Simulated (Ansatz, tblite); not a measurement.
## A script for WSe2 (GFN1-xTB)

These are simulated results from tblite 0.8.0, not measurements. The cell began as a database structure and was relaxed with r2SCAN+rVV10 in plane waves (Ansatz 0.2.0). All runs are without spin polarisation.

It is hexagonal, P6_3/mmc (No. 194); a = 3.300 Å, c = 13.149 Å in the conventional setting, 20.66 Å³ an atom. W has 6 Se at 2.53 Å; Se has 3 W at 2.53 Å.

tblite solves periodic systems at the zone centre alone, so the script builds a cluster of 3×3×1 conventional cells (54 atoms), which folds in a coarse mesh of k points.

The script, run.py:

```python
import json
from ase import Atoms
from ase.build import make_supercell
from ase.units import Bohr, GPa, Hartree
from tblite.interface import Calculator

atoms = Atoms(['W', 'W', 'Se', 'Se', 'Se', 'Se'],
              cell=[[3.29966835, 0.0, 0.0], [-1.64983418, 2.85759662, 0.0], [0.0, 0.0, 13.14853464]],
              scaled_positions=[[0.666666667, 0.333333333, 0.75], [0.333333333, 0.666666667, 0.25], [0.333333333, 0.666666667, 0.87666154], [0.666666667, 0.333333333, 0.37666154], [0.333333333, 0.666666667, 0.62333846], [0.666666667, 0.333333333, 0.12333846]],
              pbc=True)
cluster = make_supercell(atoms, [[3, 0, 0], [0, 3, 0], [0, 0, 1]])
calc = Calculator('GFN1-xTB', cluster.numbers, cluster.positions / Bohr, lattice=cluster.cell[:] / Bohr, periodic=cluster.pbc)
calc.set('temperature', 0.02 / Hartree)
calc.set('max-iter', 150)
res = calc.singlepoint()
levels = res.get('orbital-energies') * Hartree
nv = round(res.get('orbital-occupations').sum() / 2)
cells = len(cluster) // len(atoms)
out = {'energy_per_cell': res.get('energy') * Hartree / cells, 'homo': levels[nv - 1], 'lumo': levels[nv],
       'stress': (-res.get('virial') * Hartree / cluster.get_volume() / GPa).tolist(), 'charges': res.get('charges')[:len(atoms)].tolist(), 'electrons': 2 * nv / cells}
json.dump(out, open('results.json', 'w'))
for key, value in out.items():
    print(key, value)
```

Command: `python run.py`. It took 2.8 s on 1 thread of Arm Neoverse V2, with other jobs on the host, peak memory 0.12 GiB.

The log:

```
------------------------------------------------------------
  cycle        total energy    energy error   density error
------------------------------------------------------------
      1     -164.4313777922  -1.6428330E+02   7.0861242E-01
      2     -164.4257658758   5.6119164E-03   4.3398758E-01
      3     -164.0829325138   3.4283336E-01   1.5269861E-01
      4     -164.4370364754  -3.5410396E-01   2.1260884E-02
      5     -164.4392700355  -2.2335601E-03   8.7138537E-03
      6     -164.4399469788  -6.7694332E-04   2.0852208E-04
      7     -164.4399497330  -2.7541421E-06   9.2327447E-05
      8     -164.4399500216  -2.8861871E-07   2.4102307E-05
      9     -164.4399500228  -1.1796146E-09   1.5065272E-05
------------------------------------------------------------

 total:                                   2.283 sec
energy_per_cell -497.182106433016
homo -7.9606247867346145
lumo -5.971982315149259
stress [[-1.3261786175118626, -7.6386542584697e-05, -2.3462684793896874e-07], [-7.638654258433443e-05, -1.326267272953061, 1.3546197291125284e-07], [-2.3462684797032585e-07, 1.3546197343626546e-07, -3.8901781613438144]]
charges [0.13654522158121907, 0.13654522158083082, -0.0682584223948345, -0.06825863408401163, -0.0682586340841147, -0.06825842239453253]
electrons 36.0
```

The cycle table is in hartree for the whole cluster, and the lines after it are in eV (the energy for one cell). The printed stress is in GPa and positive in compression, and the pressure is its mean diagonal.

GFN1-xTB gives a gap of 1.99 eV. On the same cell, plane-wave PBE (Ansatz, 12×12×2 k points and the special points) gives a gap of 1.02 eV and r2SCAN a gap of 1.14 eV; on shared hosts these took about 12 and 32 core-seconds on the 6-atom cell, against 2.8 for the script. Spin-orbit coupling, left out in all these runs, can cut or reorder the gap by tenths of an eV, up to about 1 eV with Pb or Bi. xTB was fitted to molecules, so gaps, charges and pressures of solids can be far off, and the gap also depends on the size of the cluster.

The same script was run on cells scaled at fixed shape and fractional coordinates:

| volume (Å³/atom) | energy (meV/atom) | pressure (GPa, positive in compression) | gap (eV) |
| --- | --- | --- | --- |
| 18.18 | 103.2 | 18.39 | 2.50 |
| 19.42 | 12.5 | 5.96 | 2.22 |
| 20.66 | 0.0 | -2.18 | 1.99 |
| 21.90 | 39.5 | -7.65 | 1.79 |
| 23.14 | 114.1 | -11.38 | 1.62 |

A Birch-Murnaghan fit puts the minimum at 20.28 Å³/atom, 1.9 % below the given cell, with a bulk modulus of 124 GPa at fixed shape.

xTB was fitted mostly to molecules, and a small cluster samples few k points, so gaps, pressures and kinks along a curve can be far from a solid's.

No spin-orbit coupling is included; it can move band edges with weight on the heavy atoms by tenths of an eV.
